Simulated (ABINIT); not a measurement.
Runs of ABINIT 10.8.3 (patched build) on SrTiO3. The structure is cubic, space group Pm-3m (No. 221). Conventional cell: a = 3.900 Å, b = 3.900 Å, c = 3.900 Å, α = 90.00°, β = 90.00°, γ = 90.00°. O (site symmetry 4/mmm) is surrounded by 2 Ti at 1.95 Å. Around Sr (site symmetry m-3m) lie 12 O at 2.76 Å. Around Ti (site symmetry m-3m) lie 6 O at 1.95 Å. The cell was built by a generator and needn't be a form met in nature.

```csv
task,level,potentials or basis,cell,k mesh,cell freedom (optcell),cutoff smearing ecutsm (Ha),optimiser (ionmov),force stop (Ha/bohr),gap on the mesh (eV),pressure (GPa),relaxed volume (Å³/atom)
relaxation of cell and atoms,PBEsol,PseudoDojo NC SR PBEsol v0.4.1 standard,relaxed,7 × 7 × 7,2,0.5,2,0.0002,1.94,0.0,(a)
single point,PBEsol,PseudoDojo NC SR PBEsol v0.4.1 standard,cell relaxed,6 × 6 × 6,-,-,-,-,1.88,0.0,-
single point,LDA,PseudoDojo NC SR LDA v0.4.1 standard,cell relaxed,6 × 6 × 6,-,-,-,-,1.88,0.0,-
relaxation of cell and atoms,LDA,PseudoDojo NC SR LDA v0.4.1 standard,relaxed,7 × 7 × 7,2,0.5,2,5e-05,1.95,0.0,11.43
```

Alike in all rows: no spin polarisation; cutoff (eV) 1143; smearing fermi-dirac 0.05 eV.

Problem. Estimate the missing entries.

Solution. (a) 11.76.

Caveats: an odd mesh through Γ misses points on the zone boundary, where band edges often lie (some runs).

A k mesh can miss the band edges, and the runs leave out spin-orbit coupling on Sr.

Runs at the PBE level aren't shown here.
